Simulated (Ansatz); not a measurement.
# WH+ (septet): from Hartree-Fock to the top rungs at distance W1–H2 = 2.495 Å, def2-TZVPP

One table from this session's results is given with a row withheld; the runs are named, their logs left out.

The runs use Ansatz 0.2.0, Gaussian basis; def2-TZVPP, core rule «outside noble gas», up to 4 orbitals frozen.

The runs, in order: UHF; CCSD(T) on ROHF; CCSD(T) on UHF; CCSDT(Q) on ROHF; CCSDT(Q) on UHF; CASSCF and MRCISD+Q, 6 electrons in 7 orbitals; CASSCF and NEVPT2, 6 electrons in 7 orbitals.

14 further runs of the same task are left out: 14 that didn't finish. Runs told in other sessions of the task aren't counted.

## The geometry

The geometry derives from a PBE0/def2-TZVP stationary point (not a proven minimum). One bond is set to the value named and the two fragments are kept rigid. No spin-orbit coupling is included. Elements past krypton take def2 core potentials.

2 atoms, charge 1, spin multiplicity 7.

Atoms are counted from 1 here; the program's logs count them from 0.

No contacts short enough for the rule that draws bonds.

The first run:

in.yaml reads:

```yaml
crystal:
  periodic: [false, false, false]
  atoms:
    - {symbol: W, position_ang: [0.000000, 0.000000, 0.000000]}
    - {symbol: H, position_ang: [0.000000, 0.000000, 2.495000]}
basis:
  gaussian: {orbitals: def2-TZVPP}
total_charge: 1
magnetization: {spin_polarized: true, initial_magnetization: 6}
hamiltonian: {xc: hf}
output: {orbitals: {seedname: orbitals}}
```

The run is started by

```
$ ansatz run in.yaml --threads 1 --pin off --events-out ev --progress --plain --max-ram 4096MiB --backend cpu
```

Among the steps run: UHF; CCSD(T) on ROHF; CCSD(T) on UHF; CCSDT(Q) on ROHF; CCSDT(Q) on UHF; CASSCF and MRCISD+Q, 6 electrons in 7 orbitals; CASSCF and NEVPT2, 6 electrons in 7 orbitals.

One of the session's tables, all rows but one given; the rest of the session is left out.

| method | from RCCSDT(Q) (meV) |
| --- | --- |
| ROHF | +1746.0 |
| UHF | +1603.2 |
| RMP2 | +279.1 |
| UMP2 | +151.2 |
| RCCSD | +39.3 |
| UCCSD | ? |
| RCCSD(T) | +7.1 |
| UCCSD(T) | -116.4 |
| RCCSDT | +0.5 |
| UCCSDT | -122.7 |
| RCCSDT(Q) | 0 |
| UCCSDT(Q) | -123.1 |
| CASSCF valence | +1746.0 |
| NEVPT2 valence | +520.7 |
| MRCISD valence | +83.7 |
| MRCISD+Q valence | +32.6 |

**Question.** Estimate the row for UCCSD.

**Answer.** from RCCSDT(Q) (meV): -84.9. In the column «from RCCSDT(Q) (meV)» it lies between UCCSD(T) (-116.4) and RCCSDT(Q) (0).

The program flags NEVPT2 valence, MRCISD+Q valence as in doubt (see the logs), so read those rows with care; the flags are idle orbitals.

Limits of these values: The program flags NEVPT2 valence, MRCISD+Q valence as in doubt, so read those rows with care; the flags are idle orbitals. Restricted and unrestricted rows rest on different reference determinants; a gap between their highest levels can come from leftover correlation error, from unlike frozen cores or from another state.
